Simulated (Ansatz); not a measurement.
# Al2GaAs3: the cost of one run

Program: Ansatz 0.2.0. Level of theory: DFT PBE, scalar-relativistic, plane waves, PAW. These are calculated values, not measurements.

**1. The structure to begin with**

Symmetry: I-4m2, No. 119, tetragonal system. Conventional cell: a = 3.854 Å, b = 3.854 Å, c = 16.350 Å, α = 90.00°, β = 90.00°, γ = 90.00°. Around Al (site symmetry 2mm) lie 4 As at 2.36 Å. Around Ga (site symmetry -4m2) lie 4 As at 2.36 Å. Around As (site symmetry 2mm) lie 2 Ga at 2.36 Å and 2 Al at 2.36 Å. Around As (site symmetry -4m2) lie 4 Al at 2.36 Å.

As a file:

```
CELL_PARAMETERS angstrom
-1.92681 1.92681 8.17478
1.92681 -1.92681 8.17478
1.92681 1.92681 -8.17478
ATOMIC_POSITIONS crystal
Al 0.66667 0.66667 0.00000
Al 0.33333 0.33333 0.00000
Ga 0.00000 0.00000 0.00000
As 0.41667 0.91667 0.50000
As 0.08333 0.58333 0.50000
As 0.75000 0.25000 0.50000
```

The start is an ordering of an alloy on its end members' structure types: elements ordered on the sites of the GaAs type, Al/Ga on Ga (I-4m2, No. 119).

**2. A first look at the guess**

The input, input.yaml:

```yaml
crystal:
  lattice:
    - [-1.92681343, 1.92681343, 8.17477707]
    - [1.92681343, -1.92681343, 8.17477707]
    - [1.92681343, 1.92681343, -8.17477707]
  atoms:
    - { symbol: Al, position: [0.66666667, 0.66666667, 0.0] }
    - { symbol: Al, position: [0.33333333, 0.33333333, 0.0] }
    - { symbol: Ga, position: [0.0, 0.0, 0.0] }
    - { symbol: As, position: [0.41666667, 0.91666667, 0.5] }
    - { symbol: As, position: [0.08333333, 0.58333333, 0.5] }
    - { symbol: As, position: [0.75, 0.25, 0.5] }
basis:
  ecutwfc: 420
kpoints:
  mp_grid: { grid: [6, 6, 6] }
hamiltonian:
  xc: pbe
scf:
  occupations: { method: gaussian, width: 0.1 }
  lower_state_search: "off"
output:
  forces: true
  stress: true
  eigenvalues: true
```

On the command line:

```bash
$ ansatz run input.yaml --threads 1 --pin off --max-ram 2560MiB --backend cpu --events-out ev --progress --plain --runs-dir out
```

What time and memory should one allow on 1 thread of Intel Xeon at 2.50GHz (Skylake/Cascade Lake), shared host?

About 21 s, with a peak of 0.42 GiB.
